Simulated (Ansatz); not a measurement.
# SiF₄ + H₂: a complex and its separated parts, part 2 of 2

Ansatz 0.2.0, Gaussian basis.

## Step 13: CAM-B3LYP-D4/def2-TZVPP

The inputs:

parta/in.yaml

```yaml
crystal:
  periodic: [false, false, false]
  atoms:
    - {symbol: Si, position_ang: [-0.708596, 0.597000, 0.577475]}
    - {symbol: F, position_ang: [0.592613, -0.055962, 1.142841]}
    - {symbol: F, position_ang: [-0.840732, 0.262998, -0.942435]}
    - {symbol: F, position_ang: [-0.638096, 2.145762, 0.765911]}
    - {symbol: F, position_ang: [-1.948189, 0.035216, 1.343598]}
basis:
  gaussian: {orbitals: def2-TZVPP}
hamiltonian: {xc: {name: CAM-B3LYP}, dispersion: d4}
```

partb/in.yaml

```yaml
crystal:
  periodic: [false, false, false]
  atoms:
    - {symbol: H, position_ang: [1.980608, -1.538678, -1.138114]}
    - {symbol: H, position_ang: [1.562493, -1.446237, -1.749277]}
basis:
  gaussian: {orbitals: def2-TZVPP}
hamiltonian: {xc: {name: CAM-B3LYP}, dispersion: d4}
```

Each run has its own folder and the same command.

The run is started by

```bash
$ ansatz run in.yaml --threads 4 --pin off --events-out ev --progress --plain --max-ram 9574MiB
```

parta printed, cut to the lines that bear on the results:

```text
Functional definition: CAM-B3LYP
  name "CAM-B3LYP"
  cite "Yanai, Tew & Handy, Chem. Phys. Lett. 393, 51 (2004) doi:10.1016/j.cplett.2004.06.011"
  cite "Iikura, Tsuneda, Yanai & Hirao, J. Chem. Phys. 115, 3540 (2001) doi:10.1063/1.1383587"
  cite "Becke, Phys. Rev. A 38, 3098 (1988) doi:10.1103/PhysRevA.38.3098"
  cite "Lee, Yang & Parr, Phys. Rev. B 37, 785 (1988) doi:10.1103/PhysRevB.37.785"
[...]
  # Exact exchange under (alpha + beta erf(omega r))/r, Becke's under what is left of 1/r.
[...]
915 factors; their error is unknown
171 factors; integrals over basis functions are off by at most 4.6e-6 eV
[...]
mean field -18755.95405081 eV, -689.2685981251 hartree, gradient 4.3e-5 eV, S^2 0.000000; 0 other end points of the search recorded, 0 dependent functions left out
reference -18755.95413573 eV, -689.2686012457 hartree; 25, 25 occupied and 141, 141 virtual orbitals, 915 factors
Total energy: -18756.02512051 eV, -689.2712098882 hartree
```

Output in partb, cut to the lines that bear on the results:

```text
[... 6 set-up lines as earlier in the session ...]
[...]
  # Exact exchange under (alpha + beta erf(omega r))/r, Becke's under what is left of 1/r.
[...]
118 factors; their error is unknown
42 factors; integrals over basis functions are off by at most 6.3e-5 eV
[...]
mean field -31.88030184 eV, -1.1715794835 hartree, gradient 6.4e-5 eV, S^2 0.000000; 0 other end points of the search recorded, 0 dependent functions left out
reference -31.88037179 eV, -1.1715820538 hartree; 1, 1 occupied and 27, 27 virtual orbitals, 118 factors
Total energy: -31.88188521 eV, -1.1716376712 hartree
```

They took 3 s (parta), 0.25 s (partb) on 4 threads of Intel Xeon at 2.50GHz, shared host.

## Step 14: wB97X-V/def2-TZVPP

The same edit goes into each in.yaml of step 13 (parta, partb):

```diff
-hamiltonian: {xc: {name: CAM-B3LYP}, dispersion: d4}
+hamiltonian: {xc: {name: wB97X-V}}
```

Each run has its own folder and the same command.

The run is started by

```bash
$ ansatz run in.yaml --threads 4 --pin off --events-out ev --progress --plain --max-ram 9574MiB
```

Log of parta, cut to the lines that bear on the results:

```text
Functional definition: wB97X-V
  name "wB97X-V"
  cite "Mardirossian & Head-Gordon, Phys. Chem. Chem. Phys. 16, 9904 (2014) doi:10.1039/C3CP54374A"
[... 2 set-up lines as earlier in the session ...]
[...]
      + integral(e_c_pw_opposite_spin*poly(b97_u_opposite, cos0, cos1)) + vv10(b, c)
915 factors; their error is unknown
160 factors; integrals over basis functions are off by at most 3.2e-6 eV
[...]
mean field -18752.91102879 eV, -689.1567691285 hartree, gradient 4.2e-5 eV, S^2 0.000000; 0 other end points of the search recorded, 0 dependent functions left out
reference -18752.91102748 eV, -689.1567690803 hartree; 25, 25 occupied and 141, 141 virtual orbitals, 915 factors
Total energy: -18752.91102748 eV, -689.1567690803 hartree
```

Output in partb, cut to the lines that bear on the results:

```text
[... 5 set-up lines as earlier in the session ...]
[...]
      + integral(e_c_pw_opposite_spin*poly(b97_u_opposite, cos0, cos1)) + vv10(b, c)
118 factors; their error is unknown
42 factors; integrals over basis functions are off by at most 3.0e-5 eV
[...]
mean field -31.90859281 eV, -1.1726191573 hartree, gradient 8.7e-5 eV, S^2 0.000000; 0 other end points of the search recorded, 0 dependent functions left out
reference -31.90859181 eV, -1.1726191206 hartree; 1, 1 occupied and 27, 27 virtual orbitals, 118 factors
Total energy: -31.90859181 eV, -1.1726191206 hartree
```

They took 5.5 s (parta), 0.4 s (partb) on 4 threads of Intel Xeon at 2.50GHz, shared host.

## Step 15: wB97M-V/def2-TZVPP

The same edit goes into each in.yaml of step 14 (parta, partb):

```diff
-hamiltonian: {xc: {name: wB97X-V}}
+hamiltonian: {xc: {name: wB97M-V}}
```

Each run has its own folder and the same command.

The run is started by

```bash
$ ansatz run in.yaml --threads 4 --pin off --events-out ev --progress --plain --max-ram 9574MiB
```

Log of parta, cut to the lines that bear on the results:

```text
Functional definition: wB97M-V
  name "wB97M-V"
  cite "Mardirossian & Head-Gordon, J. Chem. Phys. 144, 214110 (2016) doi:10.1063/1.4952647"
[... 2 set-up lines as earlier in the session ...]
  # Of w^i u^j: cxij and so on, Table III.
[...]
  gx(w, u) = 1 - cx + cx01*u + cx10*w
[...]
      + integral(e_c_pw_mod_opposite_spin*gos(b97_w_opposite, b97_u_opposite)) + vv10(b, c)
915 factors; their error is unknown
160 factors; integrals over basis functions are off by at most 3.2e-6 eV
[...]
mean field -18755.11109259 eV, -689.2376199819 hartree, gradient 5.5e-6 eV, S^2 0.000000; 0 other end points of the search recorded, 0 dependent functions left out
reference -18755.11112524 eV, -689.2376211816 hartree; 25, 25 occupied and 141, 141 virtual orbitals, 915 factors
Total energy: -18755.11112524 eV, -689.2376211816 hartree
```

partb printed, cut to the lines that bear on the results:

```text
[... 5 set-up lines as earlier in the session ...]
  # Of w^i u^j: cxij and so on, Table III.
[...]
  gx(w, u) = 1 - cx + cx01*u + cx10*w
[...]
      + integral(e_c_pw_mod_opposite_spin*gos(b97_w_opposite, b97_u_opposite)) + vv10(b, c)
118 factors; their error is unknown
42 factors; integrals over basis functions are off by at most 3.0e-5 eV
[...]
mean field -31.60109841 eV, -1.1613189465 hartree, gradient 7.3e-6 eV, S^2 0.000000; 0 other end points of the search recorded, 0 dependent functions left out
reference -31.60112266 eV, -1.1613198379 hartree; 1, 1 occupied and 27, 27 virtual orbitals, 118 factors
Total energy: -31.60112266 eV, -1.1613198379 hartree
```

They took 6 s (parta), 0.41 s (partb) on 4 threads of Intel Xeon at 2.50GHz, shared host.

## Step 16: B2PLYP/def2-TZVPP

The same edit goes into each in.yaml of step 15 (parta, partb):

```diff
-hamiltonian: {xc: {name: wB97M-V}}
+hamiltonian: {xc: {name: B2PLYP}}
```

One command serves all of them, each in its own folder.

The run is started by

```bash
$ ansatz run in.yaml --threads 4 --pin off --events-out ev --progress --plain --max-ram 9574MiB
```

Output in parta, cut to the lines that bear on the results:

```text
Functional definition: B2PLYP
  name "B2PLYP"
  cite "Grimme, J. Chem. Phys. 124, 034108 (2006) doi:10.1063/1.2148954"
[... 2 set-up lines as earlier in the session ...]
[...]
1077 factors; integrals over basis functions are off by at most 6.2e-4 eV
[...]
mean field -18739.76923628 eV, -688.6738171613 hartree, gradient 1.4e-6 eV, S^2 0.000000; 0 other end points of the search recorded, 0 dependent functions left out
9 core orbitals not correlated: weight in the atoms' cores, before any rotation towards them, 1.000 or more for the frozen orbitals, at most 0.000 for the correlated occupied ones
reference -18739.76934017 eV, -688.6738209793 hartree; 16, 16 occupied and 141, 141 virtual orbitals, 1077 factors
second order -35.33831617 eV of doubles, -0.00000000 eV of singles
Total energy: -18749.31068553 eV, -689.0244589541 hartree
```

Log of partb, cut to the lines that bear on the results:

```text
[... 5 set-up lines as earlier in the session ...]
[...]
145 factors; integrals over basis functions are off by at most 7.4e-4 eV
[...]
mean field -31.55846873 eV, -1.1597523346 hartree, gradient 1.1e-6 eV, S^2 0.000000; 0 other end points of the search recorded, 0 dependent functions left out
reference -31.55855815 eV, -1.1597556207 hartree; 1, 1 occupied and 27, 27 virtual orbitals, 145 factors
second order -1.02368434 eV of doubles, -0.00000000 eV of singles
Total energy: -31.83495292 eV, -1.1699129412 hartree
```

They took 4.7 s (parta), 0.2 s (partb) on 4 threads of Intel Xeon at 2.50GHz, shared host.

## Step 17: PBE-QIDH/def2-TZVPP

Each input of step 16 (parta, partb) changes in the same lines:

```diff
-hamiltonian: {xc: {name: B2PLYP}}
+hamiltonian: {xc: {name: PBE-QIDH}}
```

Each run has its own folder and the same command.

The run is started by

```bash
$ ansatz run in.yaml --threads 4 --pin off --events-out ev --progress --plain --max-ram 9574MiB
```

Output in parta, cut to the lines that bear on the results:

```text
Functional definition: PBE-QIDH
  name "PBE-QIDH"
  cite "Brémond, Sancho-García, Pérez-Jiménez & Adamo, J. Chem. Phys. 141, 031101 (2014) doi:10.1063/1.4890314"
[... 1 set-up line as earlier in the session ...]
[...]
1077 factors; integrals over basis functions are off by at most 6.2e-4 eV
[...]
mean field -18729.93579220 eV, -688.3124447569 hartree, gradient 2.6e-6 eV, S^2 0.000000; 0 other end points of the search recorded, 0 dependent functions left out
9 core orbitals not correlated: weight in the atoms' cores, before any rotation towards them, 1.000 or more for the frozen orbitals, at most 0.000 for the correlated occupied ones
reference -18729.93579869 eV, -688.3124449956 hartree; 16, 16 occupied and 141, 141 virtual orbitals, 1077 factors
second order -33.11263761 eV of doubles, -0.00000000 eV of singles
Total energy: -18740.97334456 eV, -688.7180673248 hartree
```

Output in partb, cut to the lines that bear on the results:

```text
[... 4 set-up lines as earlier in the session ...]
[...]
145 factors; integrals over basis functions are off by at most 7.4e-4 eV
[...]
mean field -31.52722693 eV, -1.1586042198 hartree, gradient 1.4e-6 eV, S^2 0.000000; 0 other end points of the search recorded, 0 dependent functions left out
reference -31.52723335 eV, -1.1586044557 hartree; 1, 1 occupied and 27, 27 virtual orbitals, 145 factors
second order -0.95922032 eV of doubles, -0.00000000 eV of singles
Total energy: -31.84697346 eV, -1.1703546880 hartree
```

They took 4.8 s (parta), 0.25 s (partb) on 4 threads of Intel Xeon at 2.50GHz, shared host.

## Step 18: RPA on PBE/def2-TZVPP

Each input of step 17 (parta, partb) changes in the same lines:

```diff
-hamiltonian: {xc: {name: PBE-QIDH}}
+hamiltonian: {xc: pbe}
+correlation: {method: rpa}
```

Each run has its own folder and the same command.

The run is started by

```bash
$ ansatz run in.yaml --threads 4 --pin off --events-out ev --progress --plain --max-ram 9574MiB
```

Output in parta, cut to the lines that bear on the results:

```text
[... 4 set-up lines as earlier in the session ...]
[...]
1077 factors; integrals over basis functions are off by at most 6.2e-4 eV
[...]
mean field -18743.43648885 eV, -688.8085862078 hartree, gradient 9.9e-7 eV, S^2 0.000000; 0 other end points of the search recorded, 0 dependent functions left out
9 core orbitals not correlated: weight in the atoms' cores, before any rotation towards them, 1.000 or more for the frozen orbitals, at most 0.000 for the correlated occupied ones
reference -18697.38435629 eV, -687.1162015513 hartree; 16, 16 occupied and 141, 141 virtual orbitals, 1077 factors
Total energy: -18741.70690499 eV, -688.7450251730 hartree
```

Output in partb, cut to the lines that bear on the results:

```text
[... 4 set-up lines as earlier in the session ...]
[...]
145 factors; integrals over basis functions are off by at most 7.4e-4 eV
[...]
mean field -31.73222972 eV, -1.1661379332 hartree, gradient 1.4e-6 eV, S^2 0.000000; 0 other end points of the search recorded, 0 dependent functions left out
reference -30.80636334 eV, -1.1321129715 hartree; 1, 1 occupied and 27, 27 virtual orbitals, 145 factors
Total energy: -32.86229938 eV, -1.2076672275 hartree
```

Wall times: 3.8 s (parta), 0.2 s (partb) on 4 threads of Intel Xeon at 2.50GHz, shared host.

## Step 19: CCSD(T)/def2-TZVPP

Each input of step 18 (parta, partb) changes in the same lines:

```diff
-hamiltonian: {xc: pbe}
-correlation: {method: rpa}
+correlation: {method: ccsd_t}
```

Each run has its own folder and the same command.

The run is started by

```bash
$ ansatz run in.yaml --threads 4 --pin off --events-out ev --progress --plain --max-ram 9574MiB
```

parta printed, cut to the lines that bear on the results:

```text
Functional definition: HF
  name "HF"
  cite "Fock, Z. Phys. 61, 126 (1930) doi:10.1007/BF01340294"
[... 1 set-up line as earlier in the session ...]
[...]
1077 factors; integrals over basis functions are off by at most 6.2e-4 eV
[...]
mean field -18699.14032333 eV, -687.1807321497 hartree, gradient 2.1e-6 eV, S^2 0.000000; 0 other end points of the search recorded, 0 dependent functions left out
9 core orbitals not correlated: weight in the atoms' cores, before any rotation towards them, 1.000 or more for the frozen orbitals, at most 0.000 for the correlated occupied ones
reference -18699.14032333 eV, -687.1807321497 hartree; 16, 16 occupied and 141, 141 virtual orbitals, 1077 factors
second order -29.98038466 eV of doubles, -0.00000000 eV of singles
cycle   1  -29.38958574 eV  change    5.9e-1 eV  update   1.0e-1
[...]
cycle   9  -30.00166974 eV  change    2.3e-6 eV  update   3.6e-6
perturbative correction -0.82429642 eV, -0.0302923348 hartree
Total energy: -18729.96628949 eV, -688.3135655115 hartree
```

Output in partb, cut to the lines that bear on the results:

```text
[... 4 set-up lines as earlier in the session ...]
[...]
145 factors; integrals over basis functions are off by at most 7.4e-4 eV
[...]
mean field -30.82767000 eV, -1.1328959769 hartree, gradient 4.3e-7 eV, S^2 0.000000; 0 other end points of the search recorded, 0 dependent functions left out
reference -30.82767000 eV, -1.1328959769 hartree; 1, 1 occupied and 27, 27 virtual orbitals, 145 factors
second order -0.86258307 eV of doubles, -0.00000000 eV of singles
cycle   1  -1.00724492 eV  change   -1.4e-1 eV  update   2.6e-2
[...]
cycle   7  -1.07310381 eV  change    6.0e-7 eV  update   4.1e-7
perturbative correction 0.00000000 eV, 0.0000000000 hartree
Total energy: -31.90077381 eV, -1.1723318144 hartree
```

Wall times: 15 s (parta), 0.31 s (partb) on 4 threads of Intel Xeon at 2.50GHz, shared host; peak memory 0.91 GiB.

## Step 20: Vibrations of SiF₄

Contents of vib-parta/in.yaml:

```yaml
crystal:
  periodic: [false, false, false]
  atoms:
    - {symbol: Si, position_ang: [-0.708596, 0.597000, 0.577475]}
    - {symbol: F, position_ang: [0.592613, -0.055962, 1.142841]}
    - {symbol: F, position_ang: [-0.840732, 0.262998, -0.942435]}
    - {symbol: F, position_ang: [-0.638096, 2.145762, 0.765911]}
    - {symbol: F, position_ang: [-1.948189, 0.035216, 1.343598]}
basis:
  gaussian: {orbitals: def2-TZVP}
hamiltonian: {xc: pbe0, dispersion: d4}
phonons: {temperatures: {t_min: 298.15, t_max: 900, t_step: 200}}
```

The run is started by

```bash
$ ansatz run in.yaml --threads 4 --pin off --events-out ev --progress --plain --max-ram 9574MiB
```

Standard output, cut to the lines that bear on the results:

```text
[... 5 set-up lines as earlier in the session ...]
[...]
892 factors; their error is unknown
[...]
mean field -18744.19946461 eV, -688.8366250498 hartree, gradient 5.1e-5 eV, S^2 0.000000; 0 other end points of the search recorded, 0 dependent functions left out
[...]
Atom 2 at    -0.840732     0.262998    -0.942435 Å, force     0.000147    -0.000087     0.000016 eV/Å
Atom 3 at    -0.638096     2.145762     0.765911 Å, force    -0.000055     0.000069     0.000049 eV/Å
Atom 4 at    -1.948189     0.035216     1.343598 Å, force    -0.000074     0.000040     0.000057 eV/Å
Dipole moment:     0.000008    -0.000007    -0.000007 e Å
Vibrations: 258.01 258.03 381.07 381.07 381.08 796.01 1033.64 1033.65 1033.66 cm⁻¹, zero-point energy 0.344442 eV
```

Run time: 25 s. Hardware: 4 threads of Intel Xeon at 2.50GHz, shared host.

The modes, with what each moves most:

| mode | wavenumber (cm⁻¹) | character |
| --- | --- | --- |
| 1 | 258 | bend |
| 2 | 258 | bend |
| 3 | 381 | bend |
| 4 | 381 | bend |
| 5 | 381 | bend |
| 6 | 796 | Si–F stretch |
| 7 | 1034 | Si–F stretch |
| 8 | 1034 | Si–F stretch |
| 9 | 1034 | Si–F stretch |

Vibrational sums (real modes only):

| T (K) | entropy (J/mol/K) | heat capacity (J/mol/K) |
| --- | --- | --- |
| 298 | 28.9 | 40.6 |
| 498 | 53.9 | 56.4 |
| 698 | 74.3 | 63.9 |
| 898 | 90.9 | 67.8 |

## Step 21: Vibrations of H₂

Contents of vib-partb/in.yaml:

```yaml
crystal:
  periodic: [false, false, false]
  atoms:
    - {symbol: H, position_ang: [1.980608, -1.538678, -1.138114]}
    - {symbol: H, position_ang: [1.562493, -1.446237, -1.749277]}
basis:
  gaussian: {orbitals: def2-TZVP}
hamiltonian: {xc: pbe0, dispersion: d4}
phonons: {temperatures: {t_min: 298.15, t_max: 900, t_step: 200}}
```

The run is started by

```bash
$ ansatz run in.yaml --threads 4 --pin off --events-out ev --progress --plain --max-ram 9574MiB
```

Standard output, cut to the lines that bear on the results:

```text
[... 5 set-up lines as earlier in the session ...]
[...]
88 factors; their error is unknown
[...]
mean field -31.78865241 eV, -1.1682114288 hartree, gradient 1.8e-5 eV, S^2 0.000000; 0 other end points of the search recorded, 0 dependent functions left out
[...]
reference -31.78856751 eV, -1.1682083088 hartree; 1, 1 occupied and 11, 11 virtual orbitals, 88 factors
Total energy: -31.79027485 eV, -1.1682710526 hartree
Atom 0 at     1.980608    -1.538678    -1.138114 Å, force    -0.002651     0.000586    -0.003875 eV/Å
Atom 1 at     1.562493    -1.446237    -1.749277 Å, force     0.002651    -0.000586     0.003875 eV/Å
Dipole moment:    -0.000000     0.000000    -0.000000 e Å
Vibrations: 4413.24 cm⁻¹, zero-point energy 0.273586 eV
```

Wall time 0.55 s (4 threads of Intel Xeon at 2.50GHz, shared host).

Wavenumbers and character of the modes:

| mode | wavenumber (cm⁻¹) | character |
| --- | --- | --- |
| 1 | 4413 | H–H stretch |

Vibrational sums (real modes only):

| T (K) | entropy (J/mol/K) | heat capacity (J/mol/K) |
| --- | --- | --- |
| 298 | 0.0 | 0.0 |
| 498 | 0.0 | 0.0 |
| 698 | 0.0 | 0.1 |
| 898 | 0.1 | 0.4 |

## Step 22: Complex less separated parts

The complex's own energies come from single points at the same levels.

Rows are in def2-TZVPP; times add the 3 runs of a level on a shared host, so small differences are noise.

Differences are taken before rounding.

| method | rung | complex less parts (kJ/mol) | from CCSD(T) (kJ/mol) | time |
| --- | --- | --- | --- | --- |
| SPW92 | LDA | -3.37 | -2.27 | 2.5 s |
| PBE-D4 | GGA | -2.63 | -1.54 | 3.4 s |
| BLYP-D4 | GGA | -1.43 | -0.34 | 4 s |
| r2SCAN-D4 | meta-GGA | -1.34 | -0.25 | 7.2 s |
| B97M-V | meta-GGA | -1.58 | -0.48 | 11 s |
| PBE0-D4 | hybrid | -2.18 | -1.08 | 5.2 s |
| B3LYP-D4 | hybrid | -1.69 | -0.60 | 5.9 s |
| r2SCAN0-D4 | hybrid | -1.45 | -0.36 | 8.3 s |
| BHLYP-D4 | hybrid | -1.97 | -0.88 | 5.4 s |
| CAM-B3LYP-D4 | range-separated hybrid | -2.05 | -0.96 | 6.6 s |
| wB97X-V | range-separated hybrid | -1.93 | -0.83 | 13 s |
| wB97M-V | range-separated hybrid | -1.76 | -0.67 | 14 s |
| B2PLYP | double hybrid | -0.33 | +0.77 | 11 s |
| PBE-QIDH | double hybrid | -0.79 | +0.31 | 11 s |
| RPA on PBE | RPA | -0.69 | +0.41 | 8.4 s |
| Hartree-Fock | wavefunction | 0.51 | +1.61 |  |
| MP2 | wavefunction | -0.92 | +0.17 |  |
| CCSD | wavefunction | -0.89 | +0.20 |  |
| CCSD(T) | wavefunction | -1.09 | 0 | 92 s |

Among the levels timed on like hardware and quicker than the yardstick, those that no quicker one beats, quickest first: SPW92 (2.5 s, -2.27 kJ/mol); PBE-D4 (3.4 s, -1.54 kJ/mol); BLYP-D4 (4 s, -0.34 kJ/mol); r2SCAN-D4 (7.2 s, -0.25 kJ/mol).

r2SCAN-D4 reaches 0.25 kJ/mol from the reference in 7.2 s, where CCSD(T) took 92 s; the quickest level in the cost chart, SPW92, takes 2.5 s and misses by 2.27 kJ/mol.

The complex's zero-point energy, from a separate PBE0-D4 run, is 0.643 eV.

## Step 23: Outcome

The summary covers parts 1 to 2.

```
                              quantity         value
complex less parts, CCSD(T)/def2-TZVPP  -1.09 kJ/mol
                with zero-point energy  +1.30 kJ/mol
                 largest T1 diagnostic         0.011
```

In words: At CCSD(T) the complex lies 1.09 kJ/mol below its parts. r2SCAN-D4 is the best functional here (-0.25 kJ/mol from CCSD(T)); SPW92 is the worst (-2.27 kJ/mol). Mean unsigned error by rung: LDA 2.27, GGA 0.94, meta-GGA 0.37, hybrid 0.73, range-separated hybrid 0.82, double hybrid 0.54 kJ/mol. PBE-D4 gives a relative energy 1.54 kJ/mol too low, an error of 141 % of the reference. The complex's frequency run has imaginary modes: the structure is no minimum, so both the energy and the zero-point correction are in doubt. No counterpoise was applied, and triple zeta lacks some correlation, so the CCSD(T) reference has a basis error of its own, and close matches with it are partly luck.
